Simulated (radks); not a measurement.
# Ionisation of Se¹⁹⁺: one atom, several choices of functional

How much does the choice of functional matter for taking an electron from Se¹⁹⁺? Both Se¹⁹⁺ ([Ne] 3s2 3p3) and Se²⁰⁺ ([Ne] 3s2 3p2) are run for each choice.

Program: radks (a radial shooting solver on a logarithmic mesh, Libxc functionals) version 1. Level of theory: Dirac Kohn-Sham, spin-unpolarised, spherical densities, point nucleus; open shells are shared between the two j in proportion to 2j + 1. These are calculated values, not measurements, unless marked.

## 1. What is computed

| Item | Value |
| --- | --- |
| element | selenium (Z = 34) |
| charge | +19 |
| electrons | 15 |
| configuration | [Ne] 3s2 3p3 |
| ion | Se²⁰⁺, [Ne] 3s2 3p2 |
| choices | OLYP; PW91; exchange-only PBE; BLYP |

The outer shells:

Se¹⁹⁺
```
[Ne] core
3s [↑↓]
3p [↑ ][↑ ][↑ ]
```

Se²⁰⁺
```
[Ne] core
3s [↑↓]
3p [↑ ][↑ ][  ]
```

## 2. OLYP: Se¹⁹⁺

The run's settings:

```text
Z 34
configuration [Ne] 3s2 3p3
relativity Dirac
functional optx,lyp
spin unpolarised
j_filling average
nucleus point
c 137.035999084
```

## 3. OLYP: Se²⁰⁺

Input: that of step 2 with these lines changed.

```diff
@@ -1,3 +1,3 @@
 Z 34
-configuration [Ne] 3s2 3p3
+configuration [Ne] 3s2 3p2
 relativity Dirac
```

## 4. PW91: Se¹⁹⁺

The run's settings:

```text
Z 34
configuration [Ne] 3s2 3p3
relativity Dirac
functional pw91,pw91
spin unpolarised
j_filling average
nucleus point
c 137.035999084
```

## 5. PW91: Se²⁰⁺

Input: that of step 4 with these lines changed.

```diff
@@ -1,3 +1,3 @@
 Z 34
-configuration [Ne] 3s2 3p3
+configuration [Ne] 3s2 3p2
 relativity Dirac
```

## 6. exchange-only PBE: Se¹⁹⁺

The run's settings:

```text
Z 34
configuration [Ne] 3s2 3p3
relativity Dirac
functional pbe,
spin unpolarised
j_filling average
nucleus point
c 137.035999084
```

## 7. exchange-only PBE: Se²⁰⁺

Input: that of step 6 with these lines changed.

```diff
@@ -1,3 +1,3 @@
 Z 34
-configuration [Ne] 3s2 3p3
+configuration [Ne] 3s2 3p2
 relativity Dirac
```

## 8. BLYP: Se¹⁹⁺

The run's settings:

```text
Z 34
configuration [Ne] 3s2 3p3
relativity Dirac
functional b88,lyp
spin unpolarised
j_filling average
nucleus point
c 137.035999084
```

## 9. BLYP: Se²⁰⁺

Input: that of step 8 with these lines changed.

```diff
@@ -1,3 +1,3 @@
 Z 34
-configuration [Ne] 3s2 3p3
+configuration [Ne] 3s2 3p2
 relativity Dirac
```

**Question.** What will these runs give? Wanted: for each run, functional; E(Se¹⁹⁺); Δ-SCF; −ε(HOMO); <r> HOMO; error.

The runs gave:

```tsv
functional	E(Se¹⁹⁺) (hartree)	Δ-SCF (eV)	−ε(HOMO) (eV)	<r> HOMO (bohr)	error (eV)
OLYP	-2224.34971	793.15	766.86	0.4862	-4.85
PW91	-2224.17311	792.46	766.03	0.4862	-5.54
exchange-only PBE	-2223.14075	790.55	764.11	0.4865	-7.45
BLYP	-2224.24009	792.21	765.74	0.4863	-5.79
```

What this shows: The NIST Atomic Spectra Database lists 798 +/- 3 eV (semi-empirical). The smallest miss is that of OLYP (-4.85 eV), the largest that of exchange-only PBE (-7.45 eV). The ionisation energies span 2.59 eV, the total energies of Se¹⁹⁺ 32.9 eV: most of the change in the total cancels in the difference. Spin polarisation and multiplet splitting are left out, so open shells lie too high by an amount that depends on their filling. Sharing an open shell by 2j + 1 raises it above the true ground level by a part of the spin-orbit splitting, which enters the differences from NIST.
